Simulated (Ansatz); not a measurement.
From input file to script: TlSn, space group P4/mmm in Ansatz 0.2.0.

```yaml
crystal:
  lattice:
    - [3.61473, 0.0, 0.0]
    - [0.0, 3.61473, 0.0]
    - [0.0, 0.0, 4.375]
  atoms:
    - { symbol: Tl, position: [0.0, 0.0, 0.0] }
    - { symbol: Sn, position: [0.5, 0.5, 0.5] }
basis:
  ecutwfc: 489.804952427784
kpoints:
  mp_grid:
    grid: [8, 8, 8]
hamiltonian:
  xc: pbesol
  pseudopotentials:
    kind: paw
scf:
  convergence:
    dr2_threshold: 1.0e-08
  occupations:
    method: fermi_dirac
    width: 0.15
phonons:
  method: dfpt
  qpoints:
    - [0.0, 0.0, 0.0]
    - [0.0, 0.0, 0.5]
    - [0.5, 0.0, 0.5]
```

Interactive session:
```pycon
>>> from pathlib import Path
>>> import warnings
>>> import ansatz as az
>>> import numpy as np
>>> warnings.simplefilter("ignore", az.DeckWarning)
>>> tlsn = (
...     az.Lattice.of((3.61473, 0.0, 0.0), (0.0, 3.61473, 0.0), (0.0, 0.0, 4.375))
...     .atom("Tl", (0.0, 0.0, 0.0))
...     .atom("Sn", (0.5, 0.5, 0.5))
... )
>>> tlsn.resolved().sites[-1]
Site(symbol='Sn', position=(0.5, 0.5, 0.5), moment=None, axis=None, held=None, saved=None)
>>> job = (
...     tlsn.calculation()
...     .basis(18 * az.Ha)
...     .functional("pbesol")
...     .scf(tolerance=1e-08)
...     .pseudopotentials("paw")
...     .occupations("Fermi-Dirac", width=0.15)
...     .kpoints(8, 8, 8)
...     .phonons("dfpt", points=[(0, 0, 0), (0, 0, 0.5), (0.5, 0, 0.5)])
... )
>>> out = job.run(runs_dir="runs")
RunWarning: eigensolver did not converge (k=2): 1 band(s) unlocked after 20 sweeps at ethr=1.00e-12 eV (lowest unlocked band 21, counted from 0; max residual 4.25e-6 eV among the unlocked bands, [...]
>>> ph = out.phonons
>>> for q in ph.qpoints:
...     print("q =", np.round(q.q_frac, 3), "1/cm:", " ".join(f"{w:.1f}" for w in q.omega_inv_cm))
...
q = [0. 0. 0.] 1/cm: -0.0 0.0 0.0 54.5 54.5 90.8
q = [0.  0.  0.5] 1/cm: 39.1 39.1 46.0 46.0 55.6 59.4
q = [0.5 0.  0.5] 1/cm: -24.3 23.6 34.7 42.6 82.9 86.7
```

The cell isn't relaxed first, so the values belong to this volume. A negative frequency stands for an imaginary mode. Spin-orbit coupling, which matters for elements this heavy, is left out. The structure is a deposited one; some such entries were measured under pressure or heat, so a shift against it needn't be the functional's error alone. Warnings are shown shortened and without file and line. The structure is taken as given; imaginary modes can come from an unrelaxed or unstable start. Phonons of metals also depend on mesh and smearing. The script silences the warnings on its input, which a real study should read. Hardware and time: 4.6 min on 1 thread of Arm Neoverse V1 (shared host), peak memory 0.82 GiB.

(Lines on the test bed's own set-up are left out of the output.)
